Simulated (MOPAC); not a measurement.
# CH4BFSe (SMILES C[Se]BF): AM1 (COSMO acetone)

Aim: a geometry optimisation of CH4BFSe. Input form: an ASE script.

The results are computed with MOPAC 23.2.5.

3 further runs of the same task are left out: 1 that didn't finish, 2 set aside as unsound or not needed.

## Step 1: The molecule

The species is CH4BFSe (8 atoms), meant as a singlet with charge 0. As SMILES, `C[Se]BF`. The coordinates come from a PBE0-D4/def2-TZVP relaxation. This is one conformer, not always the lowest. The run starts from this shape.

Bond lengths: C1–Se2 1.951 Å, Se2–B3 1.922 Å, B3–F4 1.322 Å, C1–H5 1.088 Å, C1–H6 1.088 Å, C1–H7 1.088 Å, B3–H8 1.198 Å. Angles: C1–Se2–B3 98.6°, Se2–B3–F4 119.1°, Se2–C1–H5 109.1°, Se2–C1–H6 108.7°, Se2–C1–H7 108.8°, Se2–B3–H8 121.2°, F4–B3–H8 119.7°, H5–C1–H6 110.1°, H5–C1–H7 110.1°, H6–C1–H7 110.1°.

## Step 2: A geometry optimisation at AM1 (COSMO acetone)

calc.py

```python
from ase.calculators.mopac import MOPAC
from ase.optimize import BFGS
from ase import Atoms

atoms = Atoms(
    ['C', 'Se', 'B', 'F', 'H', 'H', 'H', 'H'],
    positions=[
        [-0.616800, 1.012200, -0.552300],
        [0.736900, 0.681100, 0.812600],
        [0.806100, -1.235400, 0.688400],
        [1.634200, -1.902200, 1.474400],
        [-0.942100, 0.061000, -0.968400],
        [-1.457800, 1.525900, -0.092200],
        [-0.182300, 1.632700, -1.332700],
        [0.114100, -1.832300, -0.085600],
    ],
)
calc = MOPAC(label="job", method="AM1", task="1SCF GRADIENTS EPS=20.5 AUX(PRECISION=9) THREADS=1")
atoms.calc = calc
opt = BFGS(atoms, trajectory="opt.traj")
done = opt.run(fmax=0.05, steps=80)
print("converged:", done)
epot = atoms.get_potential_energy()
print(f"heat of formation: {epot:.6f} eV")
homo, lumo = calc.get_homo_lumo_levels()
print(f"HOMO {homo:.3f} eV, LUMO {lumo:.3f} eV, gap {lumo - homo:.3f} eV")
print("final positions (A):")
for atom in atoms:
    print(f"{atom.symbol:2s} {atom.x:11.6f} {atom.y:11.6f} {atom.z:11.6f}")
```

The run is started by

```sh
$ export ASE_MOPAC_COMMAND="mopac PREFIX.mop > /dev/null 2>&1"
$ python calc.py
```

**Question.** What will come out? Wanted: total energy at the end; dipole moment; HOMO energy; LUMO energy; HOMO–LUMO gap; heat of formation.

Computed results:

Level: AM1 (COSMO acetone).

| quantity | value |
| --- | --- |
| total energy at the end | -32.53271 Eh |
| dipole moment | 2.50 D |
| HOMO energy | -8.55 eV |
| LUMO energy | -0.31 eV |
| HOMO–LUMO gap | 8.24 eV |
| heat of formation | -88.1 kcal/mol |

In words: At the final geometry: Bond lengths: C1–Se2 1.967 Å, Se2–B3 1.909 Å, B3–F4 1.294 Å, C1–H5 1.106 Å, C1–H6 1.106 Å, C1–H7 1.106 Å, B3–H8 1.197 Å. Angles: C1–Se2–B3 96.6°, Se2–B3–F4 121.5°, Se2–C1–H5 108.8°, Se2–C1–H6 105.9°, Se2–C1–H7 106.0°, Se2–B3–H8 117.6°, F4–B3–H8 121.0°, H5–C1–H6 111.7°, H5–C1–H7 111.7°, H6–C1–H7 112.4°. The optimisation stopped short of its gradient threshold. The optimisation took 18 steps and changed the energy by -0.081 eV.
